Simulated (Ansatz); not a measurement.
**GeAs+ (quintet): wave-function methods side by side, cc-pVDZ**

How much of the correlation energy of GeAs+ (quintet) does each wave-function method recover here?

Program: Ansatz 0.2.0, Gaussian basis. Level of theory: cc-pVDZ, core rule «outside noble gas», up to 28 orbitals frozen. These are calculated values, not measurements.

Plan: UHF; CCSD(T) on ROHF; CCSD(T) on UHF; BCCD(T) on ROHF; CISD; CCSDT(Q) on ROHF; CCSDT(Q) on UHF; CISDTQ; CCSDTQ on ROHF; CCSDTQ on UHF; CASSCF and MRCISD+Q, 8 electrons in 8 orbitals; CASSCF and NEVPT2, 8 electrons in 8 orbitals; Full CI; Full CI in the symmetry of the determinant.

4 further runs of the same task are left out: 4 set aside as unsound or not needed.

## (1) What is computed

The geometry is a PBE0/def2-TZVP stationary point (not a proven minimum) of the parent state, kept for this charge and spin. No spin-orbit coupling is included. The filled d shell of Ge, As may be among the frozen orbitals whatever the setting's name suggests; the logs give the count.

2 atoms, charge 1, spin multiplicity 5.

Atoms are counted from 1 here; the program's logs count them from 0.

Bond lengths: Ge1–As2 2.405 Å.

## (2) UHF

in.yaml

```yaml
crystal:
  periodic: [false, false, false]
  atoms:
    - {symbol: Ge, position_ang: [0.000000, 0.000000, 0.000000]}
    - {symbol: As, position_ang: [0.000000, 0.000000, 2.405300]}
basis:
  gaussian: {orbitals: cc-pVDZ}
total_charge: 1
magnetization: {spin_polarized: true, initial_magnetization: 4}
hamiltonian: {xc: hf}
output: {orbitals: {seedname: orbitals}}
```

Launch:

```bash
ansatz run in.yaml --threads 1 --pin off --events-out ev --progress --plain --max-ram 4096MiB --backend cpu
```

The runs that follow: CCSD(T) on ROHF; CCSD(T) on UHF; BCCD(T) on ROHF; CISD; CCSDT(Q) on ROHF; CCSDT(Q) on UHF; CISDTQ; CCSDTQ on ROHF; CCSDTQ on UHF; CASSCF and MRCISD+Q, 8 electrons in 8 orbitals; CASSCF and NEVPT2, 8 electrons in 8 orbitals; Full CI; Full CI in the symmetry of the determinant.

Before running them: what should the planned runs give, taken together? Wanted: FCI from the RHF energy; RMP2 from FCI; UMP2 from FCI; RCCSD from FCI; RCCSD(T) from FCI; UCCSD(T) from FCI; RCCSDT(Q) from FCI; UCCSDT(Q) from FCI; NEVPT2 valence from FCI.

As calculated:

| quantity | value |
| --- | --- |
| FCI from the ROHF energy | -3.7346 eV |
| RMP2 from FCI | +84.1 kJ/mol |
| UMP2 from FCI | +84.1 kJ/mol |
| RCCSD from FCI | +12.6 kJ/mol |
| RCCSD(T) from FCI | +3.0 kJ/mol |
| UCCSD(T) from FCI | +1.0 kJ/mol |
| RCCSDT(Q) from FCI | +0.1 kJ/mol |
| UCCSDT(Q) from FCI | -2.0 kJ/mol |
| NEVPT2 valence from FCI | +58.8 kJ/mol |
| MRCISD+Q valence from FCI | -2.4 kJ/mol |
| levels within 1 kcal/mol (43 meV) | RCCSD(T), UCCSD(T), BCCD(T), RCCSDT, UCCSDT, CISDTQ, RCCSDT(Q), UCCSDT(Q), RCCSDTQ, UCCSDTQ, MRCISD+Q valence |
| T1 diagnostic | 0.024 |
| effectively unpaired electrons | 4.05 |

What this shows: RCCSD(T) lands +3.0 kJ/mol from the yardstick (0.8 % of the correlation energy). CCSD(T) misses by +3.0 kJ/mol on the restricted determinant and by +1.0 kJ/mol on the unrestricted one; the two need not hold the same state or core. UCCSDT, UCCSDT(Q), UCCSDTQ, MRCISD+Q valence fall below full CI: unrestricted runs freeze a spin-polarised core, another one than full CI's, and coupled cluster isn't variational. One determinant dominates. Of the multireference levels listed MRCISD+Q valence comes nearest in total energy (-2.4 kJ/mol), which doesn't show that its space is the better one. These misses are within one basis, not against nature; the frozen cores of restricted and unrestricted runs differ, which can shift their rows.

Levels on UHF freeze UHF's core orbitals, full CI those of ROHF, so the U rows can settle a little off it for that reason alone.

With open shells the CI space here admits some triples and quadruples, so it is larger than plain CISD.
